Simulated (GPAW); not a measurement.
Crystal: Ga.

```xyz
6
Lattice="-2.9924 2.9924 2.9924 2.9924 -2.9924 2.9924 2.9924 2.9924 -2.9924" Properties=species:S:1:pos:R:3 pbc="T T T"
Ga    2.9924    1.4962    0.7481
Ga    1.4962    0.7481    2.9924
Ga   -1.4962    2.2443    2.9924
Ga    0.7481    2.9924    1.4962
Ga    2.9924   -1.4962    2.2443
Ga    2.2443    2.9924   -1.4962
```

This isn't the form of Ga at room conditions, which is orthorhombic.

* Program: GPAW 26.7.0
* Task: relaxation of cell and atoms
* Functional: PBEsol
* Dispersion: D4
* Potentials or basis: PAW data sets generated in the run's folder for this functional
* Cutoff: 600 eV
* Basis: pw
* k mesh: 6 × 6 × 6
* Occupations: fermi-dirac, width 0.05 eV
* Spin: no spin polarisation

At the start: pressure -2.6 GPa; volume 17.86 Å³/atom.

Task: Where does the relaxation end?

Result: Over 4 steps the energy falls by 6.2 meV/atom and the volume is 17.14 Å³/atom (-4.0 %); space group I-43d (No. 220, to 0.05 Å).

The path:
```
step  energy change (eV)  largest force (eV/Å)  pressure (GPa)  volume (Å³)
   1              0.0000                0.0000           -2.59       107.18
   2             -0.0035                0.0000           -2.47       106.96
   3             -0.0373                0.0000            0.19       102.56
   4             -0.0373                0.0000           -0.01       102.86
```

Final structure:
```
Ga
1.0
    -2.95161    2.95161    2.95161
     2.95161   -2.95161    2.95161
     2.95161    2.95161   -2.95161
Ga
6
Direct
  0.37500 0.62500 0.75000
  0.62500 0.75000 0.37500
  0.87500 0.25000 0.12500
  0.75000 0.37500 0.62500
  0.12500 0.87500 0.25000
  0.25000 0.12500 0.87500
```

Caveat: later steps reuse the first step's grids; pairwise dispersion overbinds metals, which lowers pressure and volume.
